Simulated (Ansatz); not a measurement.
**C2Cl4F2: basis-set convergence**

The task here is to estimate one member of a computed series from the others.

Computed with Ansatz 0.2.0, Gaussian basis. Level: one geometry, several basis sets.

The runs, in order: PBE0-D4/def2-SVP; ωB97M-V/def2-SVP; PBE0-D4/def2-QZVPP; ωB97M-V/def2-QZVPP; the functionals' def2-TZVPP values are taken from earlier runs.

## The geometry

All runs share one geometry, relaxed beforehand with PBE0-D4 in a triple-zeta def2 set.

SMILES `FC(F)(Cl)C(Cl)(Cl)Cl`, 8 atoms, charge 0, spin multiplicity 1.

Atoms are counted from 1 here; the program's logs count them from 0.

Bond lengths: F1–C2 1.330 Å, C2–F3 1.330 Å, C2–Cl4 1.758 Å, C2–C5 1.564 Å, C5–Cl6 1.764 Å, C5–Cl7 1.756 Å, C5–Cl8 1.756 Å. Angles: F1–C2–F3 108.1°, F1–C2–Cl4 109.2°, F1–C2–C5 109.1°, F3–C2–Cl4 109.2°, F3–C2–C5 109.1°, Cl4–C2–C5 112.1°, C2–C5–Cl6 107.6°, C2–C5–Cl7 109.4°, C2–C5–Cl8 109.4°, Cl6–C5–Cl7 109.9°, Cl6–C5–Cl8 109.9°, Cl7–C5–Cl8 110.7°.

Set-up of the first run:

The input, in.yaml:

```yaml
crystal:
  periodic: [false, false, false]
  atoms:
    - {symbol: F, position_ang: [1.729028, -0.364995, 0.187291]}
    - {symbol: C, position_ang: [0.624477, -0.082752, -0.498440]}
    - {symbol: F, position_ang: [0.833021, 1.046796, -1.169671]}
    - {symbol: Cl, position_ang: [0.305498, -1.381429, -1.638968]}
    - {symbol: C, position_ang: [-0.559346, 0.127457, 0.501945]}
    - {symbol: Cl, position_ang: [-0.114553, 1.448438, 1.582603]}
    - {symbol: Cl, position_ang: [-2.010304, 0.550583, -0.392939]}
    - {symbol: Cl, position_ang: [-0.807821, -1.344108, 1.428168]}
basis:
  gaussian: {orbitals: def2-SVP}
hamiltonian: {xc: pbe0, dispersion: d4}
output: {orbitals: {seedname: orbitals}}
```

On the command line:

```console
ansatz run in.yaml --threads 2 --pin off --events-out ev --progress --plain --max-ram 32768MiB --backend cpu
```

Among the steps run: PBE0-D4 in def2-SVP; ωB97M-V in def2-SVP; PBE0-D4 in def2-QZVPP; ωB97M-V in def2-QZVPP.

One of the session's tables, all rows but one given; the rest of the session is left out.

It belongs to the step «Functionals by basis». 

```
functional       basis  HOMO (eV)
   PBE0-D4    def2-SVP          ?
   PBE0-D4  def2-TZVPP      -9.11
   PBE0-D4  def2-QZVPP      -9.14
   ωB97M-V    def2-SVP     -11.21
   ωB97M-V  def2-TZVPP     -11.38
   ωB97M-V  def2-QZVPP     -11.42
```

Estimate the missing values for PBE0-D4, def2-SVP.

**Answer.** HOMO (eV): -9.00. In the column «HOMO (eV)» it is the highest.
